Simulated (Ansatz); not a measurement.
# AuBr: basis-set convergence

How large a basis does AuBr need? Two functionals are run in growing sets.

Program: Ansatz 0.2.0, Gaussian basis. Level of theory: one geometry, several basis sets. These are calculated values, not measurements.

Levels to be run: PBE0-D4/def2-SVP; ωB97M-V/def2-SVP; PBE0-D4/def2-QZVPP; ωB97M-V/def2-QZVPP; the functionals' def2-TZVPP values are taken from earlier runs.

## 1. The relaxed structure

An earlier PBE0-D4 in a triple-zeta def2 set relaxation fixed the geometry. Au takes the def2 core potential; no spin-orbit term is included.

SMILES `[Br][Au]`, 2 atoms, charge 0, spin multiplicity 1.

Atoms are counted from 1 here; the program's logs count them from 0.

Bond lengths: Br1–Au2 2.350 Å.

## 2. PBE0-D4 in def2-SVP

in.yaml reads:

```yaml
crystal:
  periodic: [false, false, false]
  atoms:
    - {symbol: Br, position_ang: [1.015055, -0.384913, 0.506299]}
    - {symbol: Au, position_ang: [-0.985655, 0.324713, -0.502199]}
basis:
  gaussian: {orbitals: def2-SVP}
hamiltonian: {xc: pbe0, dispersion: d4}
output: {orbitals: {seedname: orbitals}}
```

The runs that follow: ωB97M-V in def2-SVP; PBE0-D4 in def2-QZVPP; ωB97M-V in def2-QZVPP.

Before running them: what should the planned runs give, taken together? Wanted: PBE0-D4: double and triple zeta above quadruple; ωB97M-V: double and triple zeta above quadruple.

The runs gave:

```
                                       quantity           value
PBE0-D4: double and triple zeta above quadruple  10.23, 1.49 eV
ωB97M-V: double and triple zeta above quadruple  10.14, 1.44 eV
```

**Reading.** PBE0-D4 gains 8.74 eV from double to triple zeta, then 1.49 eV more. These are total energies; as a rule much of such shifts cancels in differences, which this series doesn't test.
